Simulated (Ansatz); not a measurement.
This script drives Ansatz 0.2.0, Python API.

Input file `hgf3.xyz`:
```text
4
Lattice="0.0 2.863171 2.863171 2.863171 0.0 2.863171 2.863171 2.863171 0.0" Properties=species:S:1:pos:R:3 pbc="T T T"
Hg    0.00000000    0.00000000    0.00000000
F     1.43158550    1.43158550    1.43158550
F     4.29475650    4.29475650    4.29475650
F     2.86317100    2.86317100    2.86317100
```

The script, `hgf3_dfpt.py`:
```python
"""Zone-centre and zone-boundary phonons of HgF3 by linear response."""

from pathlib import Path

import ansatz as az
import numpy as np

hgf3 = az.Crystal.from_extxyz("hgf3.xyz")

job = hgf3.calculation()
job = job.functional("LDA")
job = job.basis(420)
job = job.occupations("fermi_dirac", width=0.1).kpoints(10, 10, 10)
job = job.phonons("dfpt", points=[(0, 0, 0), (0.5, 0, 0.5), (0, 0, 0.5)])
outcome = job.run(runs_dir="runs")
ph = outcome.phonons

for q in ph.qpoints:
    print("q =", np.round(q.q_frac, 3), "1/cm:", " ".join(f"{w:.1f}" for w in q.omega_inv_cm))
```

It is started by `python hgf3_dfpt.py`. How long does it take on 1 thread of Arm Neoverse V2 (shared host), and how much memory does it need?

It took about 4.4 min, with a peak of 1.1 GiB, for 1 run of the engine.

```console
$ python hgf3_dfpt.py
q = [0. 0. 0.] 1/cm: -0.0 0.0 0.0 33.7 33.7 33.7 158.1 158.1 158.1 206.5 206.5 206.5
q = [0.5 0.  0.5] 1/cm: -82.3 -82.3 -59.6 -59.6 42.3 42.3 83.9 108.5 135.0 241.0 291.8 291.8
q = [0.  0.  0.5] 1/cm: -118.9 -118.9 -33.8 27.5 27.5 70.6 160.3 169.6 169.6 233.3 233.3 251.9
```

What to keep in mind:
- The cell holds an odd number of electrons and is run without spin, so a magnetic state may lie lower.
- The cell isn't relaxed first, so the values belong to this volume.
- A negative frequency stands for an imaginary mode.
- Spin-orbit coupling, which matters for elements this heavy, is left out.
- This cell is a computed structure, which may not be the phase found in nature.
- The structure is taken as given; imaginary modes can come from an unrelaxed or unstable start. Phonons of metals also depend on mesh and smearing.
